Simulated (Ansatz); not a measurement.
A nudged elastic band was laid between two geometries of a periodic cell of 17 atoms, LiTa16 (host Ta, host structure bcc, interstitial Li).

Computed with DFT LDA, scalar-relativistic, plane waves, PAW (Ansatz). Settings: cutoff 420 eV, k mesh 3x3x3, fermi-dirac smearing 0.15 eV, no spin polarisation.

| Quantity | Value |
| --- | --- |
| movable images | 3 |
| climbing image | yes |
| spring | 5.0 eV/Å² |
| optimiser | quadratic models (default) |
| start path | default |
| force threshold | 0.2 eV/Å |
| iteration limit | 50 |
| end points | relaxed |

Image 0:

```xyz
17
Lattice="6.6200 0.0000 0.0000 0.0000 6.6200 0.0000 0.0000 0.0000 6.6200" Properties=species:S:1:pos:R:3
Ta -0.035 0.051 -0.002
Ta 3.349 0.052 -0.002
Ta 0.269 3.481 -0.002
Ta 0.040 -0.077 3.307
Ta 1.656 1.669 1.663
Ta 3.045 3.479 -0.002
Ta 3.273 -0.077 3.307
Ta 4.966 1.488 1.919
Ta 0.012 3.297 3.308
Ta 1.657 5.043 1.691
Ta 1.656 1.669 4.953
Ta 3.301 3.296 3.308
Ta 4.967 4.914 1.616
Ta 4.966 1.485 4.695
Ta 1.657 5.043 4.925
Ta 4.967 4.915 5.000
Li 4.968 2.483 -0.005
```

Image 4:

```xyz
17
Lattice="6.6200 0.0000 0.0000 0.0000 6.6200 0.0000 0.0000 0.0000 6.6200" Properties=species:S:1:pos:R:3
Ta 0.166 -0.262 -0.001
Ta 3.364 0.041 -0.002
Ta 0.172 3.583 -0.001
Ta -0.015 -0.007 3.308
Ta 1.602 1.659 1.616
Ta 3.362 3.277 -0.002
Ta 3.232 -0.036 3.307
Ta 4.798 1.657 1.919
Ta -0.015 3.324 3.308
Ta 1.733 4.970 1.692
Ta 1.602 1.659 4.999
Ta 3.233 3.352 3.307
Ta 4.980 4.968 1.663
Ta 4.794 1.657 4.694
Ta 1.732 4.970 4.924
Ta 4.980 4.968 4.952
Li 5.792 1.665 -0.006
```

(1) What changes between the two ends?

(2) Give the energies along the band, and the barrier.

(3) What is the geometry of the highest image?

Answers

(1) The atom that moves furthest is Li17, by 1.16 Å; four of its nearest neighbours are Ta14 2.16, Ta3 2.16, Ta6 2.17, Ta8 2.17 Å at the first end and Ta3 2.16, Ta14 2.16, Ta8 2.17, Ta1 2.17 Å at the last.

(2) It converged. The highest image is number 2 of 0 to 4, 0.067 eV above the ends, which have the same energy within 2 meV. The threshold of 0.2 eV/Å is loose, so the images may lie well off the minimum-energy path. The order of the point at the top wasn't checked. Limits of this set-up: coarse k mesh, a small cell, in which the defect meets its images, a typed lattice constant that wasn't relaxed here.

| image | path coordinate (Å) | energy (eV) | Ta13–Li17 (Å) | Ta16–Li17 (Å) | Ta5–Li17 (Å) |
| --- | --- | --- | --- | --- | --- |
| 0 | 0.00 | 0.000 | 2.92 | 2.92 | 3.79 |
| 1 | 0.36 | 0.035 | 3.03 | 3.03 | 3.50 |
| 2 | 0.72 | 0.067 | 3.23 | 3.23 | 3.23 |
| 3 | 1.08 | 0.036 | 3.50 | 3.50 | 3.03 |
| 4 | 1.44 | 0.000 | 3.79 | 3.79 | 2.92 |

(3) 
```xyz
17
Lattice="6.6200 0.0000 0.0000 0.0000 6.6200 0.0000 0.0000 0.0000 6.6200" Properties=species:S:1:pos:R:3:forces:R:3
Ta 0.013 -0.078 -0.002 -0.02 0.03 0.00
Ta 3.374 0.065 -0.002 0.01 0.01 0.00
Ta 0.329 3.640 -0.002 0.00 0.00 0.00
Ta -0.009 -0.067 3.308 0.00 0.03 0.00
Ta 1.596 1.660 1.630 0.00 -0.02 0.01
Ta 3.230 3.324 -0.002 0.03 -0.02 0.00
Ta 3.222 -0.087 3.307 0.07 0.07 0.00
Ta 4.844 1.535 1.945 -0.05 -0.05 -0.02
Ta -0.006 3.305 3.308 -0.01 -0.01 0.00
Ta 1.714 5.025 1.695 0.00 0.00 0.00
Ta 1.596 1.660 4.986 0.00 -0.02 -0.01
Ta 3.241 3.302 3.308 0.02 0.00 0.00
Ta 4.969 4.907 1.629 -0.02 0.00 0.01
Ta 4.843 1.534 4.670 -0.05 -0.05 0.02
Ta 1.713 5.025 4.921 0.00 0.00 0.00
Ta 4.969 4.907 4.986 -0.02 0.00 -0.01
Li 5.474 2.167 -0.004 0.06 0.06 0.00
```

Time of the run: 2.4 min on 4 threads of Intel(R) Xeon(R) Platinum 8375C CPU @ 2.90GHz (Ice Lake), on a shared host, peak memory 2.3 GiB.
